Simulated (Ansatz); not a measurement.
# BrClFHOSn: one species, many methods

An exercise on one series of results from a longer session: the logs are not shown, and one member is left open.

Computed with Ansatz 0.2.0, Gaussian basis. Level: functionals in def2-TZVPP, the program's frozen cores in correlated methods.

Plan: LDA (SPW92), PBE-D4, revPBE-D4, BLYP-D4, r2SCAN-D4, B97M-V, PBE0-D4, B3LYP-D4, r2SCANh-D4, r2SCAN0-D4, HSE06-D4, BHLYP-D4, CAM-B3LYP-D4, LC-ωPBE, ωB97X-V, ωB97M-V, B2PLYP, PBE-QIDH; CCSD(T)/def2-SVP; CCSD(T)/def2-TZVPP; MP2/def2-QZVPP; extrapolation to the limit; RPA on PBE.

**Structure used throughout**

An earlier PBE0-D4 in a triple-zeta def2 set relaxation fixed the geometry. Sn takes the def2 core potential; no spin-orbit term is included.

SMILES `[OH][Sn]([F])([Cl])[Br]`, 6 atoms, charge 0, spin multiplicity 1.

Atoms are counted from 1 here; the program's logs count them from 0.

Bond lengths: O1–Sn2 1.929 Å, O1–H6 0.962 Å, Sn2–F3 1.899 Å, Sn2–Cl4 2.277 Å, Sn2–Br5 2.435 Å. Angles: Sn2–O1–H6 113.2°, O1–Sn2–F3 108.2°, O1–Sn2–Cl4 107.9°, O1–Sn2–Br5 112.8°, F3–Sn2–Cl4 107.5°, F3–Sn2–Br5 106.7°, Cl4–Sn2–Br5 113.5°.

Set-up of the first run:

The input, in.yaml:

```yaml
crystal:
  periodic: [false, false, false]
  atoms:
    - {symbol: O, position_ang: [-0.340264, -0.119302, 1.553300]}
    - {symbol: Sn, position_ang: [0.009764, -0.153976, -0.343680]}
    - {symbol: F, position_ang: [1.767785, -0.820346, -0.609611]}
    - {symbol: Cl, position_ang: [-1.434436, -1.635484, -1.294131]}
    - {symbol: Br, position_ang: [-0.061274, 2.058644, -1.358314]}
    - {symbol: H, position_ang: [0.100525, 0.606365, 2.006135]}
basis:
  gaussian: {orbitals: def2-TZVPP}
hamiltonian: {xc: lda}
output: {orbitals: {seedname: orbitals}}
```

Command:

```bash
$ ansatz run in.yaml --threads 4 --pin off --events-out ev --progress --plain --max-ram 10444MiB
```

Among the steps run: LDA; PBE-D4 (GGA); revPBE-D4 (GGA); BLYP-D4 (GGA); r2SCAN-D4 (meta-GGA); B97M-V (meta-GGA); PBE0-D4 (hybrid); B3LYP-D4 (hybrid); r2SCANh-D4 (hybrid); r2SCAN0-D4 (hybrid); HSE06-D4 (hybrid); BHLYP-D4 (hybrid); CAM-B3LYP-D4 (range-separated); LC-ωPBE (range-separated); ωB97X-V (range-separated); ωB97M-V (range-separated); B2PLYP (double hybrid); PBE-QIDH (double hybrid).

One table of the session follows, with a row left open; its other results are not shown here.

It belongs to the step «Frontier levels by functional». 

| functional | HOMO (eV) | LUMO (eV) | gap (eV) |
| --- | --- | --- | --- |
| LDA (SPW92) | -8.14 | -4.14 | 4.00 |
| PBE-D4 | -7.95 | -3.79 | 4.16 |
| revPBE-D4 | -7.88 | -3.66 | 4.22 |
| BLYP-D4 | -7.78 | -3.74 | 4.04 |
| r2SCAN-D4 | -8.34 | -3.61 | 4.73 |
| B97M-V | -8.39 | -3.50 | 4.89 |
| PBE0-D4 | -9.35 | -2.89 | 6.46 |
| B3LYP-D4 | -9.07 | -3.20 | 5.86 |
| r2SCANh-D4 | -8.85 | -3.28 | 5.57 |
| r2SCAN0-D4 | -9.60 | -2.78 | 6.82 |
| HSE06-D4 | -8.95 | -3.26 | 5.69 |
| BHLYP-D4 | -10.54 | -1.93 | 8.61 |
| CAM-B3LYP-D4 | -10.70 | -1.91 | 8.79 |
| LC-ωPBE | ? | ? | ? |
| ωB97X-V | -11.74 | -0.74 | 11.00 |
| ωB97M-V | -11.59 | -0.85 | 10.74 |

Estimate the missing values for LC-ωPBE.

As computed: HOMO (eV): -12.13; LUMO (eV): -0.63; gap (eV): 11.50. In the column «HOMO (eV)» it is the lowest.
